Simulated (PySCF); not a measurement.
# 2-fluoropyridine: electronic excitations and core binding energies

What electronic excitations and core binding energies should 2-fluoropyridine (`Fc1ccccn1`) show?

Computed with PySCF 2.14.0, with density-fitted response routines of our own, on a single molecule in the gas phase. Atoms count from 0, in the outputs and in this text.

## 1. The starting structure

11 atoms, charge 0, multiplicity 1; geometry from: GFN2-xTB.

Bonds of the start (Å): F0–C1 1.34, C1–C2 1.39, C2–C3 1.38, C3–C4 1.39, C4–C5 1.38, C5–N6 1.32, N6–C1 1.31, C2–H7 1.08, C3–H8 1.08, C4–H9 1.08, C5–H10 1.08.

## 2. TDDFT and polarisability: PBE0/def2-SVPD

Job settings and geometry (Å):

```
{"job": {"kind": "uv", "xc": "PBE0", "basis": "def2-SVPD", "nstates": 8, "ntriplets": 3}, "charge": 0, "multiplicity": 1}
F     -2.031341    -1.841533    -0.015947
C     -0.987950    -1.000851    -0.007725
C     -1.226942     0.366261    -0.034111
C     -0.116337     1.191485    -0.024209
C      1.149181     0.620891     0.012473
C      1.250013    -0.760112     0.035991
N      0.196676    -1.561292     0.025302
H     -2.234905     0.746734    -0.060247
H     -0.236191     2.264371    -0.044558
H      2.034601     1.235933     0.022778
H      2.208619    -1.259217     0.064288
```

Level: TDDFT PBE0/def2-SVPD, vertical, gas phase, core orbitals frozen in the response.

The program printed:

```text
coarse grid: 10064 points
cycle   1  E = -346.8118597815  dE =  1.268e+00  |g| = 4.960e-01  |ddm| = 7.399e+00
cycle   2  E = -346.7749623654  dE =  3.690e-02  |g| = 6.804e-01  |ddm| = 2.540e+00
cycle   3  E = -346.8622088666  dE = -8.725e-02  |g| = 6.563e-02  |ddm| = 1.471e+00
cycle   4  E = -346.8629523068  dE = -7.434e-04  |g| = 4.026e-02  |ddm| = 2.228e-01
cycle   5  E = -346.8633794135  dE = -4.271e-04  |g| = 9.306e-03  |ddm| = 1.063e-01
cycle   6  E = -346.8634002310  dE = -2.082e-05  |g| = 2.960e-03  |ddm| = 2.620e-02
cycle   7  E = -346.8634023446  dE = -2.114e-06  |g| = 6.586e-04  |ddm| = 7.677e-03
final grid: 100128 points
cycle   8  E = -346.9089696409  dE = -2.593e-05  |g| = 7.119e-03  |ddm| = 1.405e-01
cycle   9  E = -346.9089592410  dE =  1.040e-05  |g| = 1.038e-02  |ddm| = 3.895e-02
cycle  10  E = -346.9089811961  dE = -2.196e-05  |g| = 1.265e-03  |ddm| = 2.110e-02
cycle  11  E = -346.9089815451  dE = -3.490e-07  |g| = 3.105e-04  |ddm| = 3.912e-03
cycle  12  E = -346.9089815650  dE = -1.989e-08  |g| = 1.387e-04  |ddm| = 1.667e-03
cycle  13  E = -346.9089815695  dE = -4.426e-09  |g| = 2.270e-05  |ddm| = 4.099e-04
cycle  14  E = -346.9089815696  dE = -1.218e-10  |g| = 6.227e-06  |ddm| = 8.901e-05
converged SCF energy = -346.9089815696

Static polarisability (au): isotropic 61.324, principal 38.019 69.750 76.204

Singlet excitations
state   eV       nm        f      main configurations
  1   5.3063    233.7   0.00351   H-1->L 0.99
  2   5.5565    223.1   0.05888   H->L 0.81, H-2->L+1 0.16
  3   5.8004    213.8   0.00010   H-1->L+1 0.99
  4   6.4727    191.5   0.03865   H->L+1 0.70, H-2->L 0.27
  5   7.3843    167.9   0.00298   H->L+2 0.99
  6   7.5095    165.1   0.47956   H-2->L 0.61, H->L+1 0.24
  7   7.6322    162.4   0.39098   H-2->L+1 0.71, H->L 0.12
  8   7.9475    156.0   0.04420   H-1->L+2 0.90

Triplet excitations (Tamm-Dancoff, eV): 4.2604 4.5043 4.6662
```

Run time: 22 s. Hardware: 1 thread, shared host.

The orbitals next to the gap, with their largest atomic shares:

| orbital | eV | atoms |
| --- | --- | --- |
| HOMO−3 | -11.12 | F0 21 %, C4 14 %, N6 12 % |
| HOMO−2 | -8.80 | C3 28 %, N6 25 %, C2 17 % |
| HOMO−1 | -8.16 | N6 59 %, C5 11 %, C1 10 % |
| HOMO | -7.75 | C4 23 %, C2 18 %, C5 17 % |
| LUMO | -1.15 | C3 24 %, N6 20 %, C5 17 % |
| LUMO+1 | -0.59 | C4 21 %, C1 21 %, C5 14 % |
| LUMO+2 | 0.83 | C3 20 %, C4 16 %, H8 16 % |

With each of the 8 states as a Gaussian band of 0.4 eV half-width at 1/e, the curve within the window shown has maxima at 223 nm (ε 2,500), 191 nm (ε 1,600), 163 nm (ε 35,000) L/(mol cm). Beyond the last state computed it falls off for lack of states. The curve at chosen wavelengths:

(nm, ε (L/mol/cm)): (150, 3152), (155, 13967), (159, 27544), (164, 35114), (168, 27558), (173, 12757), (177, 5197), (182, 1860), (186, 1520), (191, 1607), (195, 1472), (200, 1145), (204, 1033), (209, 1284), (213, 1721), (218, 2265), (222, 2481), (227, 2361), (231, 2013), (236, 1446), (240, 1012), (245, 587), (249, 354), (254, 175), (258, 95), (263, 42)

Ground-state properties from the same run:

```csv
property,computed
dipole moment (D),3.36
polarisability (Å³),9.09
HOMO–LUMO gap (eV),6.60
−ε(HOMO) (eV),7.75
```

## 3. Core holes by ΔSCF: SCAN, X2C

Same as in step 2 but for these lines:

```diff
@@ -1,2 +1,2 @@
-{"job": {"kind": "uv", "xc": "PBE0", "basis": "def2-SVPD", "nstates": 8, "ntriplets": 3}, "charge": 0, "multiplicity": 1}
+{"job": {"kind": "xps"}, "charge": 0, "multiplicity": 1}
 F     -2.031341    -1.841533    -0.015947
```

Method: delta-SCF UKS SCAN, pcX-2 on the ionised atom, pcseg-1 elsewhere, spin-free X2C.

The program printed:

```text
ground state, core basis on atom 0 (F), 149 functions
  cycle   1  E = -347.49699191  |g| = 6.22e-01
  cycle   2  E = -347.40242882  |g| = 9.77e-01
  cycle   3  E = -347.56418977  |g| = 1.26e-01
  cycle   4  E = -347.56743422  |g| = 5.87e-02
  cycle   5  E = -347.56824420  |g| = 2.29e-02
  cycle   6  E = -347.56838321  |g| = 6.50e-03
  cycle   7  E = -347.56839065  |g| = 3.03e-03
  cycle   8  E = -347.56839259  |g| = 4.76e-04
  E(ground) = -347.57829534 Eh
hole in F 1s of atom 0
  cycle   1  E = -321.19401672  |g| = 2.58e+00
  cycle   2  E = -320.47296172  |g| = 2.44e+00
  cycle   3  E = -321.59433938  |g| = 9.36e-01
  cycle   4  E = -321.87806819  |g| = 6.44e-01
  cycle   5  E = -322.08414735  |g| = 1.37e-01
  cycle   6  E = -322.08690053  |g| = 1.18e-01
  cycle   7  E = -322.09457697  |g| = 3.11e-02
  cycle   8  E = -322.09506549  |g| = 9.50e-03
  cycle   9  E = -322.09510757  |g| = 3.70e-03
  cycle  10  E = -322.09511551  |g| = 1.36e-03
  cycle  11  E = -322.09511755  |g| = 8.85e-04
  cycle  12  E = -322.09511936  |g| = 8.21e-04
  cycle  13  E = -322.09512111  |g| = 8.22e-04
  cycle  14  E = -322.09511929  |g| = 8.20e-04
  cycle  15  E = -322.09511426  |g| = 8.12e-04
  cycle  16  E = -322.09508649  |g| = 8.91e-04
  cycle  17  E = -322.09508247  |g| = 8.80e-04
  cycle  18  E = -322.09508784  |g| = 8.64e-04
  cycle  19  E = -322.09511225  |g| = 1.03e-03
  cycle  20  E = -322.09490579  |g| = 5.50e-03
  cycle  21  E = -322.09506772  |g| = 1.04e-03
  cycle  22  E = -322.09460196  |g| = 1.14e-02
  cycle  23  E = -322.09464452  |g| = 1.07e-02
  cycle  24  E = -322.09506216  |g| = 1.41e-03
  cycle  25  E = -322.09508153  |g| = 1.20e-03
  cycle  26  E = -322.09514492  |g| = 1.98e-03
  cycle  27  E = -322.09512375  |g| = 1.50e-03
  cycle  28  E = -322.09513612  |g| = 1.69e-03
  cycle  29  E = -322.09514372  |g| = 1.79e-03
  cycle  30  E = -322.09514160  |g| = 1.70e-03
  cycle  31  E = -322.09515162  |g| = 1.76e-03
  cycle  32  E = -322.09514780  |g| = 1.68e-03
  cycle  33  E = -322.09512416  |g| = 1.23e-03
  cycle  34  E = -322.09490169  |g| = 5.56e-03
  cycle  35  E = -322.09516031  |g| = 3.12e-03
  cycle  36  E = -322.09515517  |g| = 2.75e-03
  cycle  37  E = -322.09515535  |g| = 2.87e-03
  cycle  38  E = -322.09516085  |g| = 3.11e-03
  cycle  39  E = -322.09516155  |g| = 3.36e-03
  cycle  40  E = -322.09516118  |g| = 3.32e-03
  cycle  41  E = -322.09515887  |g| = 2.50e-03
  cycle  42  E = -322.09516425  |g| = 3.02e-03
  cycle  43  E = -322.09516671  |g| = 2.06e-03
  cycle  44  E = -322.09517103  |g| = 5.54e-04
  cycle  45  E = -322.09517045  |g| = 2.40e-04
  E(ion) = -322.11127757 Eh   <S^2> = 0.7664   hole on atom = 1.000   binding energy = 692.993 eV
ground state, core basis on atom 1 (C), 149 functions
  cycle   1  E = -347.53004293  |g| = 1.03e-01
  cycle   2  E = -347.52715402  |g| = 1.58e-01
  cycle   3  E = -347.53114791  |g| = 1.98e-02
  cycle   4  E = -347.53118529  |g| = 1.20e-02
  cycle   5  E = -347.53122062  |g| = 1.52e-03
  cycle   6  E = -347.53122189  |g| = 6.42e-04
  cycle   7  E = -347.53122173  |g| = 1.20e-04
  E(ground) = -347.53956728 Eh
hole in C 1s of atom 1
  cycle   1  E = -336.16062478  |g| = 1.52e+00
  cycle   2  E = -334.23702277  |g| = 2.53e+00
  cycle   3  E = -336.51210080  |g| = 6.22e-01
  cycle   4  E = -336.54392891  |g| = 5.61e-01
  cycle   5  E = -336.72757760  |g| = 1.30e-01
  cycle   6  E = -336.73365271  |g| = 4.03e-02
  cycle   7  E = -336.73426030  |g| = 2.56e-02
  cycle   8  E = -336.73460168  |g| = 1.21e-02
  cycle   9  E = -336.73475184  |g| = 7.51e-03
  cycle  10  E = -336.73488229  |g| = 6.56e-03
  cycle  11  E = -336.73508122  |g| = 5.15e-03
  cycle  12  E = -336.73520494  |g| = 4.19e-03
  cycle  13  E = -336.73523134  |g| = 1.74e-03
  cycle  14  E = -336.73523396  |g| = 1.05e-03
  cycle  15  E = -336.73523725  |g| = 7.41e-04
  cycle  16  E = -336.73523800  |g| = 3.46e-04
  E(ion) = -336.74294600 Eh   <S^2> = 0.8404   hole on atom = 1.000   binding energy = 293.791 eV
ground state, core basis on atom 2 (C), 149 functions
  cycle   1  E = -347.52566835  |g| = 5.94e-02
  cycle   2  E = -347.52550497  |g| = 3.34e-02
  cycle   3  E = -347.52547384  |g| = 3.41e-02
  cycle   4  E = -347.52576656  |g| = 7.68e-03
  cycle   5  E = -347.52578340  |g| = 8.71e-04
  cycle   6  E = -347.52578224  |g| = 3.60e-04
  E(ground) = -347.53421818 Eh
hole in C 1s of atom 2
  cycle   1  E = -336.25171955  |g| = 1.52e+00
  cycle   2  E = -335.08581676  |g| = 2.10e+00
  cycle   3  E = -336.61653787  |g| = 6.30e-01
  cycle   4  E = -336.70863857  |g| = 4.68e-01
  cycle   5  E = -336.82412900  |g| = 1.23e-01
  cycle   6  E = -336.82900130  |g| = 6.22e-02
  cycle   7  E = -336.83047990  |g| = 1.44e-02
  cycle   8  E = -336.83058741  |g| = 6.83e-03
  cycle   9  E = -336.83062387  |g| = 3.82e-03
  cycle  10  E = -336.83064196  |g| = 2.88e-03
  cycle  11  E = -336.83066273  |g| = 1.61e-03
  cycle  12  E = -336.83067200  |g| = 1.41e-03
  cycle  13  E = -336.83067810  |g| = 8.94e-04
  cycle  14  E = -336.83068126  |g| = 5.42e-04
  cycle  15  E = -336.83068246  |g| = 3.60e-04
  E(ion) = -336.83914040 Eh   <S^2> = 0.7838   hole on atom = 1.000   binding energy = 291.028 eV
ground state, core basis on atom 3 (C), 149 functions
  cycle   1  E = -347.52511786  |g| = 5.95e-02
  cycle   2  E = -347.52497271  |g| = 3.35e-02
  cycle   3  E = -347.52504225  |g| = 2.84e-02
  cycle   4  E = -347.52524099  |g| = 3.77e-03
  cycle   5  E = -347.52524430  |g| = 9.13e-04
  cycle   6  E = -347.52524365  |g| = 3.97e-04
  E(ground) = -347.53342809 Eh
hole in C 1s of atom 3
  cycle   1  E = -336.24007107  |g| = 1.51e+00
  cycle   2  E = -334.69423246  |g| = 2.19e+00
  cycle   3  E = -336.41119534  |g| = 8.59e-01
  cycle   4  E = -336.72260535  |g| = 4.28e-01
  cycle   5  E = -336.80555258  |g| = 1.69e-01
  cycle   6  E = -336.81432895  |g| = 9.17e-02
  cycle   7  E = -336.81841414  |g| = 3.42e-02
  cycle   8  E = -336.81908228  |g| = 1.61e-02
  cycle   9  E = -336.81929345  |g| = 7.87e-03
  cycle  10  E = -336.81943147  |g| = 6.23e-03
  cycle  11  E = -336.81960498  |g| = 4.68e-03
  cycle  12  E = -336.81972098  |g| = 3.85e-03
  cycle  13  E = -336.81975768  |g| = 1.45e-03
  cycle  14  E = -336.81976142  |g| = 7.61e-04
  cycle  15  E = -336.81976444  |g| = 6.02e-04
  cycle  16  E = -336.81976446  |g| = 3.88e-04
  E(ion) = -336.82736649 Eh   <S^2> = 0.8177   hole on atom = 1.000   binding energy = 291.327 eV
ground state, core basis on atom 4 (C), 149 functions
  cycle   1  E = -347.52476757  |g| = 6.03e-02
  cycle   2  E = -347.52458413  |g| = 3.74e-02
  cycle   3  E = -347.52473384  |g| = 2.75e-02
  cycle   4  E = -347.52491963  |g| = 2.81e-03
  cycle   5  E = -347.52491859  |g| = 8.02e-04
  cycle   6  E = -347.52492145  |g| = 2.42e-04
  E(ground) = -347.53366461 Eh
hole in C 1s of atom 4
  cycle   1  E = -336.25771082  |g| = 1.52e+00
  cycle   2  E = -334.95231101  |g| = 2.16e+00
  cycle   3  E = -336.59131824  |g| = 6.68e-01
  cycle   4  E = -336.71839993  |g| = 4.68e-01
  cycle   5  E = -336.83357671  |g| = 9.90e-02
  cycle   6  E = -336.83663085  |g| = 5.14e-02
  cycle   7  E = -336.83777726  |g| = 1.70e-02
  cycle   8  E = -336.83793227  |g| = 7.35e-03
  cycle   9  E = -336.83798165  |g| = 3.98e-03
  cycle  10  E = -336.83801161  |g| = 3.42e-03
  cycle  11  E = -336.83804255  |g| = 2.11e-03
  cycle  12  E = -336.83806526  |g| = 1.65e-03
  cycle  13  E = -336.83807720  |g| = 1.17e-03
  cycle  14  E = -336.83808368  |g| = 6.08e-04
  cycle  15  E = -336.83808484  |g| = 6.70e-04
  cycle  16  E = -336.83808555  |g| = 2.37e-04
  E(ion) = -336.84597157 Eh   <S^2> = 0.7907   hole on atom = 1.000   binding energy = 290.827 eV
ground state, core basis on atom 5 (C), 149 functions
  cycle   1  E = -347.52664914  |g| = 6.00e-02
  cycle   2  E = -347.52645814  |g| = 3.66e-02
  cycle   3  E = -347.52652166  |g| = 3.20e-02
  cycle   4  E = -347.52677801  |g| = 8.24e-03
  cycle   5  E = -347.52679736  |g| = 1.19e-03
  cycle   6  E = -347.52679640  |g| = 4.79e-04
  E(ground) = -347.53500350 Eh
hole in C 1s of atom 5
  cycle   1  E = -336.22837903  |g| = 1.51e+00
  cycle   2  E = -334.88217160  |g| = 2.17e+00
  cycle   3  E = -336.54664497  |g| = 6.92e-01
  cycle   4  E = -336.67361173  |g| = 4.98e-01
  cycle   5  E = -336.79695202  |g| = 1.54e-01
  cycle   6  E = -336.80423809  |g| = 7.84e-02
  cycle   7  E = -336.80723332  |g| = 3.03e-02
  cycle   8  E = -336.80781048  |g| = 1.05e-02
  cycle   9  E = -336.80794862  |g| = 6.84e-03
  cycle  10  E = -336.80807165  |g| = 5.80e-03
  cycle  11  E = -336.80823260  |g| = 3.91e-03
  cycle  12  E = -336.80829146  |g| = 3.30e-03
  cycle  13  E = -336.80830107  |g| = 1.21e-03
  cycle  14  E = -336.80830282  |g| = 6.49e-04
  cycle  15  E = -336.80830305  |g| = 4.20e-04
  E(ion) = -336.81510548 Eh   <S^2> = 0.8260   hole on atom = 1.000   binding energy = 291.703 eV
ground state, core basis on atom 6 (N), 149 functions
  cycle   1  E = -347.53593890  |g| = 7.49e-02
  cycle   2  E = -347.53578418  |g| = 3.45e-02
  cycle   3  E = -347.53570096  |g| = 3.95e-02
  cycle   4  E = -347.53605040  |g| = 4.35e-03
  cycle   5  E = -347.53605285  |g| = 1.22e-03
  cycle   6  E = -347.53605368  |g| = 3.90e-04
  E(ground) = -347.54321040 Eh
hole in N 1s of atom 6
  cycle   1  E = -331.93600082  |g| = 1.86e+00
  cycle   2  E = -330.70622075  |g| = 2.36e+00
  cycle   3  E = -332.37112190  |g| = 7.22e-01
  cycle   4  E = -332.48246322  |g| = 5.32e-01
  cycle   5  E = -332.64324799  |g| = 1.28e-01
  cycle   6  E = -332.64897009  |g| = 6.42e-02
  cycle   7  E = -332.65044352  |g| = 1.84e-02
  cycle   8  E = -332.65057683  |g| = 7.40e-03
  cycle   9  E = -332.65061353  |g| = 3.53e-03
  cycle  10  E = -332.65062964  |g| = 2.68e-03
  cycle  11  E = -332.65064362  |g| = 1.90e-03
  cycle  12  E = -332.65065329  |g| = 1.66e-03
  cycle  13  E = -332.65066549  |g| = 8.31e-04
  cycle  14  E = -332.65067127  |g| = 5.41e-04
  cycle  15  E = -332.65067204  |g| = 4.75e-04
  E(ion) = -332.65700387 Eh   <S^2> = 0.7791   hole on atom = 1.000   binding energy = 405.074 eV
```

Wall time 62 s (1 thread, shared host).

The holes in one table. −ε is the ground-state orbital energy:

| hole | stands for | environment | ΔSCF (eV) | −ε (eV) | ⟨S²⟩ |
| --- | --- | --- | --- | --- | --- |
| F1s on F0 | F0 | aryl fluorine | 692.99 | 667.3 | 0.766 |
| C1s on C1 | C1 | aromatic carbon bearing fluorine | 293.79 | 277.0 | 0.840 |
| C1s on C2 | C2 | aromatic CH | 291.03 | 274.4 | 0.784 |
| C1s on C3 | C3 | aromatic CH | 291.33 | 274.7 | 0.818 |
| C1s on C4 | C4 | aromatic CH | 290.83 | 274.2 | 0.791 |
| C1s on C5 | C5 | aromatic CH next to a ring nitrogen | 291.70 | 275.1 | 0.826 |
| N1s on N6 | N6 | pyridine-type ring nitrogen | 405.07 | 386.3 | 0.779 |

## 4. Outcome

| quantity | value |
| --- | --- |
| lowest singlet (PBE0/def2-SVPD) | 5.31 eV (234 nm), f = 0.004 |
| brightest single state of those computed | state 6, 7.51 eV, f = 0.480 |
| lowest triplet | 4.26 eV |
| C1s binding energies, SCAN/pcX-2 | C1 293.79, C5 291.70, C3 291.33, C2 291.03, C4 290.83 eV |
| F1s binding energies, SCAN/pcX-2 | F0 692.99 eV |
| N1s binding energies, SCAN/pcX-2 | N6 405.07 eV |

What this shows: The lowest singlet, at 5.31 eV, is HOMO−1→LUMO 0.99 and is weak; of the 8 states computed, the strongest absorption comes from state 6 at 7.51 eV. The lowest triplet lies 1.05 eV below the lowest singlet (triplets in Tamm-Dancoff, singlets in full TDDFT). C1 (aromatic carbon bearing fluorine) binds its C1s electron 2.96 eV more tightly than C4 (aromatic CH).
